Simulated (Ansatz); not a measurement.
# C₄H₇B: up Jacob's ladder to CCSD(T)

One table from this session's results is given with a row withheld; the runs are named, their logs left out.

Method: functionals in def2-TZVPP, the program's frozen cores in correlated methods; program: Ansatz 0.2.0, Gaussian basis.

Plan: LDA (SPW92), PBE-D4, revPBE-D4, BLYP-D4, r2SCAN-D4, B97M-V, PBE0-D4, B3LYP-D4, r2SCANh-D4, r2SCAN0-D4, HSE06-D4, BHLYP-D4, CAM-B3LYP-D4, LC-ωPBE, ωB97X-V, ωB97M-V, B2PLYP, PBE-QIDH; CCSD(T)/def2-SVP; CCSD(T)/def2-TZVPP; MP2/def2-QZVPP; extrapolation to the limit; RPA on PBE.

## Structure used throughout

All runs share one geometry, relaxed beforehand with PBE0-D4 in a triple-zeta def2 set.

SMILES `C#CB(C)C`, 12 atoms, charge 0, spin multiplicity 1.

Atoms are counted from 1 here; the program's logs count them from 0.

Bond lengths: C1–C2 1.208 Å, C1–H6 1.066 Å, C2–B3 1.525 Å, B3–C4 1.564 Å, B3–C5 1.564 Å, C4–H7 1.092 Å, C4–H8 1.101 Å, C4–H9 1.091 Å, C5–H10 1.101 Å, C5–H11 1.091 Å, C5–H12 1.093 Å. Angles: C2–C1–H6 180.0°, C1–C2–B3 179.9°, C2–B3–C4 119.1°, C2–B3–C5 119.2°, C4–B3–C5 121.7°, B3–C4–H7 113.4°, B3–C4–H8 106.2°, B3–C4–H9 114.2°, H7–C4–H8 106.3°, H7–C4–H9 110.0°, H8–C4–H9 106.1°, B3–C5–H10 106.3°, B3–C5–H11 114.3°, B3–C5–H12 113.2°, H10–C5–H11 106.2°, H10–C5–H12 106.2°, H11–C5–H12 110.0°.

Coordinates:

```
C    -0.66164    2.53231    0.48449
C    -0.35787    1.38328    0.26685
B     0.02419   -0.06746   -0.00921
C    -0.66581   -1.20563    0.81189
C     1.09459   -0.37905   -1.10597
H    -0.92983    3.54563    0.67633
H    -0.07841   -2.12576    0.85494
H    -1.59222   -1.45480    0.27253
H    -0.97072   -0.90975    1.81716
H     2.07097   -0.35712   -0.59848
H     1.14876    0.36326   -1.90396
H     0.99499   -1.38012   -1.53236
```

Set-up of the first run:

in.yaml reads:

```yaml
crystal:
  periodic: [false, false, false]
  atoms:
    - {symbol: C, position_ang: [-0.661643, 2.532308, 0.484494]}
    - {symbol: C, position_ang: [-0.357872, 1.383276, 0.266854]}
    - {symbol: B, position_ang: [0.024186, -0.067464, -0.009213]}
    - {symbol: C, position_ang: [-0.665807, -1.205627, 0.811886]}
    - {symbol: C, position_ang: [1.094586, -0.379050, -1.105972]}
    - {symbol: H, position_ang: [-0.929828, 3.545627, 0.676329]}
    - {symbol: H, position_ang: [-0.078405, -2.125761, 0.854935]}
    - {symbol: H, position_ang: [-1.592221, -1.454796, 0.272534]}
    - {symbol: H, position_ang: [-0.970720, -0.909746, 1.817160]}
    - {symbol: H, position_ang: [2.070975, -0.357115, -0.598484]}
    - {symbol: H, position_ang: [1.148757, 0.363264, -1.903958]}
    - {symbol: H, position_ang: [0.994994, -1.380117, -1.532365]}
basis:
  gaussian: {orbitals: def2-TZVPP}
hamiltonian: {xc: lda}
output: {orbitals: {seedname: orbitals}}
```

Among the steps run: LDA; PBE-D4 (GGA); revPBE-D4 (GGA); BLYP-D4 (GGA); r2SCAN-D4 (meta-GGA); B97M-V (meta-GGA); PBE0-D4 (hybrid); B3LYP-D4 (hybrid); r2SCANh-D4 (hybrid); r2SCAN0-D4 (hybrid); HSE06-D4 (hybrid); BHLYP-D4 (hybrid); CAM-B3LYP-D4 (range-separated); LC-ωPBE-D4 (range-separated; the results give it without D4); ωB97X-V (range-separated); ωB97M-V (range-separated); B2PLYP (double hybrid); PBE-QIDH (double hybrid).

One table of the session follows, with a row left open; its other results are not shown here.

It belongs to the step «Orbital energies across the functionals». 

```
  functional  HOMO (eV)  LUMO (eV)  gap (eV)
 LDA (SPW92)      -6.71      -2.59      4.11
      PBE-D4      -6.54      -2.36      4.19
   revPBE-D4      -6.48      -2.26      4.22
     BLYP-D4      -6.40      -2.19      4.21
   r2SCAN-D4      -6.76      -2.06      4.70
      B97M-V      -6.79      -1.99      4.80
     PBE0-D4      -7.77      -1.41      6.36
    B3LYP-D4          ?          ?         ?
  r2SCANh-D4      -7.23      -1.73      5.49
  r2SCAN0-D4      -7.92      -1.24      6.68
    HSE06-D4      -7.37      -1.79      5.58
    BHLYP-D4      -8.87      -0.33      8.54
CAM-B3LYP-D4      -9.14      -0.28      8.87
     LC-ωPBE     -10.55       0.86     11.41
     ωB97X-V     -10.15       0.79     10.94
     ωB97M-V     -10.03       0.63     10.66
```

Q: Estimate the row for B3LYP-D4 from the others.

Worked estimate for «HOMO (eV)». Against the share of exact exchange, BLYP-D4 (0, -6.40), BHLYP-D4 (0.5, -8.87) give a slope of -4.94 per unit share; at 0.2 the line stands at -7.39.

**Answer.** HOMO (eV): -7.55; LUMO (eV): -1.61; gap (eV): 5.94. In «HOMO (eV)» the line misses by +0.16.
